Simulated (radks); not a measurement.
# Li⁻ held by a Watson sphere

The task here is to estimate one member of a computed series from the others.

The numbers are computed with radks (a radial shooting solver on a logarithmic mesh, Libxc functionals) version 1 (scalar-relativistic Kohn-Sham, LDA (Slater exchange, VWN5 correlation), spin-polarised, spherical densities, point nucleus), except any that are marked as measured or tabulated.

## The system

- element: lithium (Z = 3)
- charge: -1
- electrons: 4
- configuration: [He] 2s2

The outer shells:

Li⁻
```
[He] core
2s [↑↓]
```

The first run:

The run's settings:

```text
Z 3
configuration [He] 2s2
relativity scalar-relativistic
functional lda,vwn5
spin polarised
nucleus point
c 137.035999084
watson charge 1 radius 2.13 bohr
response adiabatic LDA kernel
```

Among the steps run: R = 2.13 bohr; R = 2.52 bohr; R = 2.59 bohr; R = 3.05 bohr; R = 3.63 bohr.

One table of the session follows, with a row left open; its other results are not shown here.

```
R (bohr)  highest level (eV)  its <r> (bohr)  sum of <r²> (bohr²)  α (bohr³)
    2.13              -4.526           3.268                26.15      89.77
    2.52              -4.344           3.404                28.18      101.1
    2.59              -4.309           3.430                28.57      103.4
    3.05                   ?               ?                    ?          ?
    3.63              -3.774           3.816                35.02      147.4
```

**Question.** Estimate the row for R (bohr) = 3.05.

Worked estimate for «highest level (eV)». A straight line through the neighbours (2.59, -4.309) and (3.63, -3.774) gives -4.309 + (-3.774 + 4.309) × (3.05 − 2.59) / (3.63 − 2.59) = -4.072; a parabola fitted to 3 rows on both sides gives -4.076.

**Answer.** highest level (eV): -4.073; its <r> (bohr): 3.601; sum of <r²> (bohr²): 31.31; α (bohr³): 120.8. In «highest level (eV)» the line misses by +0.001 and the parabola by -0.003.

From R = 2.13 to 3.63 bohr the top level moves from -4.526 to -3.774 eV and its mean radius from 3.27 to 3.82 bohr. A wider sphere makes a shallower well, so the ion swells.
